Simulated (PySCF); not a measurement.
# C₆H₁₂Ge: NMR shifts and electronic excitations in gas and solvents, part 2 of 2

PySCF 2.14.0. Atoms count from 0.

**5. Ultraviolet spectrum: wB97X-D/def2-SVPD**

What the job is given:

```
{"job": {"kind": "uv", "xc": "wB97X-D", "basis": "def2-SVPD", "dynamic": true, "nstates": 6, "ntriplets": 0}, "charge": 0, "multiplicity": 1}
C     -1.054698     1.300754     0.780389
C     -0.897957     0.197905     0.038178
C     -1.743421    -0.085032    -1.167679
C      0.144868    -0.832064     0.313113
C      1.293570    -0.623780     1.241327
C      1.548392    -0.656477    -0.243280
Ge     2.061930     0.968089    -1.190163
H     -0.446167     1.487451     1.668222
H     -1.804291     2.053521     0.522105
H     -2.479060     0.710166    -1.350620
H     -2.285905    -1.037968    -1.047532
H     -1.113619    -0.192505    -2.066399
H     -0.234932    -1.859182     0.248565
H      1.622452    -1.476614     1.841262
H      1.384574     0.337469     1.755073
H      2.022725    -1.564387    -0.630911
H      3.444527     0.739632    -1.835177
H      1.058375     1.316680    -2.306551
H      2.161820     2.154994    -0.215034
```

Level: TDDFT wB97X-D/def2-SVPD, vertical, gas phase, core orbitals frozen in the response.

What it wrote:

```text
coarse grid: 68160 points
cycle   1  E = -2312.3397237793  dE =  2.731e-01  |g| = 4.247e-01  |ddm| = 7.083e+00
cycle   2  E = -2312.3576855586  dE = -1.796e-02  |g| = 3.655e-01  |ddm| = 1.342e+00
cycle   3  E = -2312.3741842243  dE = -1.650e-02  |g| = 3.267e-02  |ddm| = 6.155e-01
cycle   4  E = -2312.3743969881  dE = -2.128e-04  |g| = 1.516e-02  |ddm| = 1.469e-01
cycle   5  E = -2312.3744576986  dE = -6.071e-05  |g| = 3.399e-03  |ddm| = 4.885e-02
cycle   6  E = -2312.3744608057  dE = -3.107e-06  |g| = 1.463e-03  |ddm| = 1.307e-02
final grid: 144752 points
cycle   7  E = -2312.3736178081  dE = -2.938e-06  |g| = 1.701e-03  |ddm| = 2.936e-02
cycle   8  E = -2312.3736176778  dE =  1.303e-07  |g| = 1.922e-03  |ddm| = 7.025e-03
cycle   9  E = -2312.3736185273  dE = -8.495e-07  |g| = 1.222e-04  |ddm| = 3.466e-03
cycle  10  E = -2312.3736185326  dE = -5.283e-09  |g| = 6.736e-05  |ddm| = 6.383e-04
cycle  11  E = -2312.3736185341  dE = -1.513e-09  |g| = 1.201e-05  |ddm| = 3.483e-04
cycle  12  E = -2312.3736185342  dE = -6.457e-11  |g| = 5.545e-06  |ddm| = 8.393e-05
converged SCF energy = -2312.3736185342

Static polarisability (au): isotropic 100.303, principal 96.232 97.857 106.820

Singlet excitations
state   eV       nm        f      main configurations
  1   6.7000    185.1   0.21240   H->L 0.78, H->L+1 0.13
  2   7.1335    173.8   0.02752   H->L+1 0.60, H->L+3 0.15
  3   7.5291    164.7   0.02184   H-1->L 0.66, H-1->L+1 0.21
  4   7.7551    159.9   0.02987   H->L+4 0.45, H->L+5 0.24, H->L+2 0.09
  5   7.7646    159.7   0.00170   H->L+3 0.60, H->L+1 0.10
  6   7.8655    157.6   0.02422   H->L+2 0.63
```

Wall time 84 s (1 thread of Arm Neoverse V1, shared host); peak memory 1.2 GiB.

The orbitals next to the gap, with their largest atomic shares:

| orbital | eV | atoms |
| --- | --- | --- |
| HOMO−3 | -10.78 | C5 22 %, Ge6 21 %, H18 15 % |
| HOMO−2 | -10.45 | C5 19 %, Ge6 16 %, C3 14 % |
| HOMO−1 | -10.05 | C4 24 %, C5 20 %, Ge6 15 % |
| HOMO | -8.85 | C0 33 %, C1 27 %, C5 9 % |
| LUMO | 1.85 | Ge6 22 %, C0 19 %, C1 18 % |
| LUMO+1 | 2.05 | Ge6 25 %, C0 11 %, C1 8 % |
| LUMO+2 | 2.57 | Ge6 37 %, C5 11 %, H17 10 % |

With each of the 6 states as a Gaussian band of 0.4 eV half-width at 1/e, the curve within the window shown has maxima at 185 nm (ε 9,000), 161 nm (ε 3,000) L/(mol cm). Beyond the last state computed it falls off for lack of states. The curve at chosen wavelengths:

(nm, ε (L/mol/cm)): (152, 1078), (154, 1651), (156, 2227), (158, 2682), (160, 2935), (162, 2979), (164, 2885), (166, 2768), (168, 2757), (170, 2962), (172, 3460), (174, 4268), (176, 5335), (179, 7115), (181, 8137), (183, 8798), (185, 8970), (187, 8626), (189, 7833), (191, 6733), (193, 5493), (195, 4264), (197, 3159), (199, 2239), (201, 1522), (203, 996)

Further results of this job:

| property | computed |
| --- | --- |
| dipole moment (D) | 0.96 |
| polarisability (Å³) | 14.86 |
| HOMO–LUMO gap (eV) | 10.70 |
| −ε(HOMO) (eV) | 8.85 |
| C6 with itself (au) | 3888 |

**6. Excited states and response: wB97X-D/def2-SVPD in acetone**

The job, as its differences from that of step 5:

```diff
@@ -1,2 +1,2 @@
-{"job": {"kind": "uv", "xc": "wB97X-D", "basis": "def2-SVPD", "dynamic": true, "nstates": 6, "ntriplets": 0}, "charge": 0, "multiplicity": 1}
+{"job": {"kind": "uv", "xc": "wB97X-D", "basis": "def2-SVPD", "solvent": "acetone", "nstates": 6, "ntriplets": 0}, "charge": 0, "multiplicity": 1}
 C     -1.054698     1.300754     0.780389
```

Level: TDDFT wB97X-D/def2-SVPD, vertical, IEF-PCM acetone (non-equilibrium linear response), core orbitals frozen in the response.

What it wrote:

```text
coarse grid: 68160 points
cycle   1  E = -2312.3437425083  dE =  2.697e-01  |g| = 4.207e-01  |ddm| = 7.101e+00
cycle   2  E = -2312.3617744440  dE = -1.803e-02  |g| = 3.599e-01  |ddm| = 1.344e+00
cycle   3  E = -2312.3772186104  dE = -1.544e-02  |g| = 3.333e-02  |ddm| = 6.006e-01
cycle   4  E = -2312.3774532939  dE = -2.347e-04  |g| = 1.394e-02  |ddm| = 1.583e-01
cycle   5  E = -2312.3775074344  dE = -5.414e-05  |g| = 2.616e-03  |ddm| = 5.265e-02
cycle   6  E = -2312.3775097790  dE = -2.345e-06  |g| = 1.159e-03  |ddm| = 1.669e-02
final grid: 144752 points
cycle   7  E = -2312.3766687799  dE = -3.054e-06  |g| = 1.299e-03  |ddm| = 3.027e-02
cycle   8  E = -2312.3766688248  dE = -4.493e-08  |g| = 1.325e-03  |ddm| = 6.438e-03
cycle   9  E = -2312.3766692307  dE = -4.058e-07  |g| = 1.037e-04  |ddm| = 2.386e-03
cycle  10  E = -2312.3766692363  dE = -5.610e-09  |g| = 5.670e-05  |ddm| = 9.331e-04
cycle  11  E = -2312.3766692375  dE = -1.185e-09  |g| = 1.142e-05  |ddm| = 3.630e-04
cycle  12  E = -2312.3766692376  dE = -8.004e-11  |g| = 4.870e-06  |ddm| = 1.345e-04
converged SCF energy = -2312.3766692376

Static polarisability (au): isotropic 138.972, principal 132.744 135.700 148.471

Singlet excitations
state   eV       nm        f      main configurations
  1   6.5752    188.6   0.28180   H->L 0.74, H->L+1 0.19
  2   7.1398    173.7   0.04280   H->L+1 0.51, H->L+3 0.24, H->L 0.09
  3   7.4581    166.2   0.02813   H-1->L 0.63, H-1->L+1 0.25
  4   7.7394    160.2   0.00576   H->L+3 0.59, H->L+1 0.14
  5   7.8292    158.4   0.02371   H->L+2 0.72
  6   7.8864    157.2   0.04423   H->L+4 0.39, H->L+5 0.28, H->L+6 0.13
```

Run time: 71 s. Hardware: 1 thread of Arm Neoverse V1, shared host; peak memory 1.4 GiB.

In short: HOMO -8.81 eV, LUMO 1.87 eV; lowest singlet 6.58 eV.

**7. TDDFT and polarisability: wB97X-D/def2-SVPD in cyclohexane**

The job, as its differences from that of step 6:

```diff
@@ -1,2 +1,2 @@
-{"job": {"kind": "uv", "xc": "wB97X-D", "basis": "def2-SVPD", "solvent": "acetone", "nstates": 6, "ntriplets": 0}, "charge": 0, "multiplicity": 1}
+{"job": {"kind": "uv", "xc": "wB97X-D", "basis": "def2-SVPD", "solvent": "cyclohexane", "nstates": 6, "ntriplets": 0}, "charge": 0, "multiplicity": 1}
 C     -1.054698     1.300754     0.780389
```

Level: TDDFT wB97X-D/def2-SVPD, vertical, IEF-PCM cyclohexane (non-equilibrium linear response), core orbitals frozen in the response.

What it wrote:

```text
coarse grid: 68160 points
cycle   1  E = -2312.3413522939  dE =  2.718e-01  |g| = 4.229e-01  |ddm| = 7.091e+00
cycle   2  E = -2312.3593438264  dE = -1.799e-02  |g| = 3.630e-01  |ddm| = 1.328e+00
cycle   3  E = -2312.3753537101  dE = -1.601e-02  |g| = 3.290e-02  |ddm| = 6.076e-01
cycle   4  E = -2312.3755736929  dE = -2.200e-04  |g| = 1.454e-02  |ddm| = 1.478e-01
cycle   5  E = -2312.3756307420  dE = -5.705e-05  |g| = 2.959e-03  |ddm| = 4.919e-02
cycle   6  E = -2312.3756332768  dE = -2.535e-06  |g| = 1.332e-03  |ddm| = 1.363e-02
final grid: 144752 points
cycle   7  E = -2312.3747912032  dE = -2.973e-06  |g| = 1.525e-03  |ddm| = 2.949e-02
cycle   8  E = -2312.3747911604  dE =  4.285e-08  |g| = 1.659e-03  |ddm| = 6.576e-03
cycle   9  E = -2312.3747917930  dE = -6.326e-07  |g| = 1.079e-04  |ddm| = 2.964e-03
cycle  10  E = -2312.3747917978  dE = -4.846e-09  |g| = 6.254e-05  |ddm| = 6.956e-04
cycle  11  E = -2312.3747917991  dE = -1.321e-09  |g| = 1.110e-05  |ddm| = 3.322e-04
cycle  12  E = -2312.3747917992  dE = -6.457e-11  |g| = 5.197e-06  |ddm| = 9.480e-05
converged SCF energy = -2312.3747917992

Static polarisability (au): isotropic 113.837, principal 109.051 111.647 120.814

Singlet excitations
state   eV       nm        f      main configurations
  1   6.5766    188.5   0.29840   H->L 0.74, H->L+1 0.18
  2   7.1211    174.1   0.03558   H->L+1 0.54, H->L+3 0.19, H->L 0.09
  3   7.4968    165.4   0.02688   H-1->L 0.63, H-1->L+1 0.25
  4   7.7404    160.2   0.00448   H->L+3 0.58, H->L+1 0.12
  5   7.7933    159.1   0.03785   H->L+4 0.43, H->L+5 0.26, H->L+2 0.09
  6   7.8393    158.2   0.03863   H->L+2 0.63
```

Run time: 71 s. Hardware: 1 thread of Arm Neoverse V1, shared host; peak memory 1.4 GiB.

Key values: HOMO -8.81 eV, LUMO 1.88 eV; lowest singlet 6.58 eV.

**8. Run by run: NMR shifts**

Shifts (ppm) of some atoms, chosen among heavy atoms and hydrogens apart, with basis size and wall time:

| run | C1 | C0 | C3 | C5 | H12 | H15 | Ge6 | functions | time |
| --- | --- | --- | --- | --- | --- | --- | --- | --- | --- |
| PBE0/pcSseg-1 in acetone | 157.6 | 116.3 | 23.2 | 3.6 | 1.51 | 0.40 | -211 | 203 | 37 s |
| PBE0/pcSseg-1 in cyclohexane | 155.4 | 116.7 | 22.8 | 3.1 | 1.40 | 0.28 | -210 | 203 | 35 s |

The continuum's effect on the ground state:

| solvent | ε | polarisation energy (Eh) | μ (D) |
| --- | --- | --- | --- |
| cyclohexane | 2.02 | -0.0012 | 1.05 |
| acetone | 20.49 | -0.0034 | 1.25 |

**9. Run by run: electronic excitations**

Excitations and ground-state properties, with basis size and wall time:

| run | lowest singlet (eV) | brightest (eV) | f | gap (eV) | α (Å³) | μ (D) | functions | time |
| --- | --- | --- | --- | --- | --- | --- | --- | --- |
| wB97X-D/def2-SVPD | 6.70 | 6.70 | 0.212 | 10.70 | 14.86 | 0.96 | 254 | 84 s |
| wB97X-D/def2-SVPD in acetone | 6.58 | 6.58 | 0.282 | 10.68 | 20.59 | 1.32 | 254 | 71 s |
| wB97X-D/def2-SVPD in cyclohexane | 6.58 | 6.58 | 0.298 | 10.69 | 16.87 | 1.09 | 254 | 71 s |

The continuum's effect on the ground state:

| solvent | ε | polarisation energy (Eh) | μ (D) |
| --- | --- | --- | --- |
| cyclohexane | 2.02 | -0.0012 | 1.09 |
| acetone | 20.49 | -0.0034 | 1.32 |

**10. Summary of results**

What follows sums up all 2 parts.

| quantity | value |
| --- | --- |
| point group | C1 |
| rotational constants (main isotopes) | 2.55, 1.16, 1.01 GHz |
| ¹³C shifts against TMS (PBE0/pcSseg-1, acetone) | 157.6, 116.3, 27.3, 23.2, 11.2, 3.6 ppm |
| ¹H shifts against TMS (PBE0/pcSseg-1, acetone, means over atoms taken as alike) | 5.14, 4.86, 3.64, 1.99, 1.51, 1.06, 0.87, 0.40 ppm |
| ⁷³Ge shifts against GeMe4 (PBE0/pcSseg-1, acetone) | -211 ppm |
| lowest singlet (wB97X-D/def2-SVPD) | 6.70 eV (185 nm), f = 0.212 |
| range of the shift of C1 | 155.4 to 157.6 ppm |
| range of the lowest singlet | 6.58 to 6.70 eV |

**Reading.** The optimisation took 11 steps and gained 0.297 eV; among the close pairs (by a distance rule), Ge6–H16 changed most, from 1.491 to 1.543 Å. C1 (fully substituted alkene carbon) lies farthest downfield among carbon, at 157.6 ppm; as expected for a trigonal carbon in a double bond. At PBE0/pcSseg-1: The widest tensor belongs to C1: span 257 ppm, with a paramagnetic part of -232 ppm. The lowest singlet, at 6.70 eV, is HOMO→LUMO 0.78, HOMO→LUMO+1 0.13 and is bright. In ppm, C1 moves most: its shift spreads over 2.2 ppm, from 155.4 (PBE0/pcSseg-1 in cyclohexane) to 157.6 (PBE0/pcSseg-1 in acetone). The continuum holds electrostatics alone: no hydrogen bonds to the solvent, and the gas-phase geometry is kept. The lowest singlet runs from 6.58 eV (wB97X-D/def2-SVPD in acetone) to 6.70 eV (wB97X-D/def2-SVPD), while the orbital gap spans 10.68 to 10.70 eV. The lowest state need not be the same one in every run. Spin-orbit coupling is left out, which matters for shieldings and couplings at and beside the heavy atoms.
